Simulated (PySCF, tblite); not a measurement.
# C4H10BNO2: geometry, infrared bands and NMR shifts

What infrared bands and NMR shifts should C4H10BNO2 (`C=C[C@@H]([BH2-][NH3+])C(=O)O`) show?

Computed with tblite 0.8.0 and PySCF 2.14.0, with density-fitted response routines of our own, on a single molecule in the gas phase. Atoms count from 0, in the outputs and in this text.

## Step 1: Starting geometry

18 atoms, charge 0, multiplicity 1; geometry from: force field or distance geometry start.

Bonds of the start (Å): C0–C1 1.34, C1–C2 1.47, C2–B3 1.58, B3–N4 1.52, C2–C5 1.46, C5–O6 1.28, C5–O7 1.40, C0–H8 1.09, C0–H9 1.09, C1–H10 1.11, C2–H11 1.11, B3–H12 1.18, B3–H13 1.20, N4–H14 1.04, N4–H15 1.04, N4–H16 1.05, O7–H17 1.02.

## Step 2: Optimising the geometry with GFN2-xTB

The job: settings as JSON, then the geometry in Å.

```
{"job": {"kind": "relax", "xc": "GFN2-xTB", "basis": "xTB"}, "charge": 0, "multiplicity": 1}
C      2.412600    -0.655300     0.182400
C      1.224700    -1.098100    -0.246100
C      0.147200    -0.226100    -0.732900
B     -1.199700    -0.764700    -0.119000
N     -2.090200     0.291000     0.505900
C      0.425100     1.180400    -0.432500
O      0.526000     1.982800    -1.426900
O      0.600700     1.621800     0.879300
H      2.652300     0.404500     0.189700
H      3.116100    -1.417000     0.531400
H      1.001400    -2.182900    -0.234700
H      0.096100    -0.342200    -1.831600
H     -1.805300    -1.319500    -0.971600
H     -0.931800    -1.604900     0.701100
H     -2.090200     0.170000     1.538400
H     -3.070200     0.077800     0.213500
H     -1.819800     1.271900     0.251300
H      0.796200     2.616800     0.990800
```

Started as:

```console
$ OMP_NUM_THREADS=1 python probes_run.py task.json out
```

One launch serves the whole session: the jobs run in the order shown.

**Question.** This job is followed by: GFN2-xTB harmonic vibrations, gas phase; GIAO PBE0/pcSseg-1 NMR shielding, non-relativistic, gas phase. What will the session give for the following? strongest single infrared mode (GFN2-xTB); zero-point energy (GFN2-xTB); 13C shifts against TMS (PBE0/pcSseg-1); 1H shifts against TMS (PBE0/pcSseg-1, means over atoms taken as alike); 11B shifts against BF3·OEt2 (PBE0/pcSseg-1); 15N shifts against NH3 (PBE0/pcSseg-1); 17O shifts against H2O (PBE0/pcSseg-1).

As calculated:

| quantity | value |
| --- | --- |
| strongest single infrared mode (GFN2-xTB) | 1654 cm⁻¹, 552 km/mol |
| zero-point energy (GFN2-xTB) | 90.0 kcal/mol |
| 13C shifts against TMS (PBE0/pcSseg-1) | 192.7, 141.5, 125.6, 43.3 ppm |
| 1H shifts against TMS (PBE0/pcSseg-1, means over atoms taken as alike) | 6.30, 6.16, 5.64, 5.61, 4.51, 2.21, 2.07, 1.80 ppm |
| 11B shifts against BF3·OEt2 (PBE0/pcSseg-1) | -20.5 ppm |
| 15N shifts against NH3 (PBE0/pcSseg-1) | 42.1 ppm |
| 17O shifts against H2O (PBE0/pcSseg-1) | 374.0, 214.0 ppm |

In words: Relaxing lowered the energy by 1.425 eV in 198 steps; the close pair that moved most is C2–B3, from 1.575 to 1.692 Å. All 48 modes are real, so the xTB geometry is a minimum. The strongest single mode, at 1654 cm⁻¹, moves mainly C5. Unscaled tight-binding wavenumbers are off by several per cent, some by more. Its intensities can rank the bands wrongly. H10 (hydrogen on an alkene CH) lies farthest downfield among hydrogen, at 6.30 ppm; a vinylic proton, deshielded by the sp2 carbon and the C=C anisotropy. At PBE0/pcSseg-1: The largest span, 495 ppm, is at O6, where the paramagnetic term is -443 ppm.
